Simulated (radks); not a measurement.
# Excited configurations of Ni

One table from this session's results is given with a row withheld; the runs are named, their logs left out.

The numbers are computed with radks (a radial shooting solver on a logarithmic mesh, Libxc functionals) version 1 (Dirac Kohn-Sham, PBE, spin-unpolarised, spherical densities, finite nucleus; open shells fill j = l - 1/2 first), except any that are marked as measured or tabulated.

1 further run of the same task is left out (it didn't finish).

### The system

* element: nickel (Z = 28)
* charge: 0
* electrons: 28
* configuration: [Ar] 3d8 4s2
* nuclear rms radius: 3.7757 fm

Set-up of the first run:

Input:

```text
Z 28
configuration [Ar] 3d8 4s2
relativity Dirac
functional pbe,pbe
spin unpolarised
j_filling energy
nucleus finite rms 3.7757 fm
c 137.035999084
```

Among the steps run: Ground configuration: [Ar] 3d8 4s2.

One table of the session follows, with a row left open; its other results are not shown here.

It belongs to the step «Ground configuration: [Ar] 3d8 4s2». Radial moments (bohr):

```
level     <r>  outermost maximum (interpolated)  90 % within  nodes
2p1/2  0.2131                             0.163        0.349      0
2p3/2  0.2163                             0.166        0.354      0
3s1/2  0.7399                             0.639         1.11      2
3p1/2  0.7717                             0.642         1.19      1
3p3/2  0.7819                             0.650         1.21      1
3d3/2   1.007                             0.629         1.78      0
3d5/2       ?                                 ?            ?      ?
4s1/2   2.808                              2.24         4.33      3
```

Estimate the missing values for 3d5/2.

The run gave: <r>: 1.015; outermost maximum (interpolated): 0.631; 90 % within: 1.79; nodes: 0. In the column «<r>» it lies between 3d3/2 (1.007) and 4s1/2 (2.808).

Caveats from the session: Spin polarisation and multiplet splitting are left out, so open shells lie too high by an amount that depends on their filling.
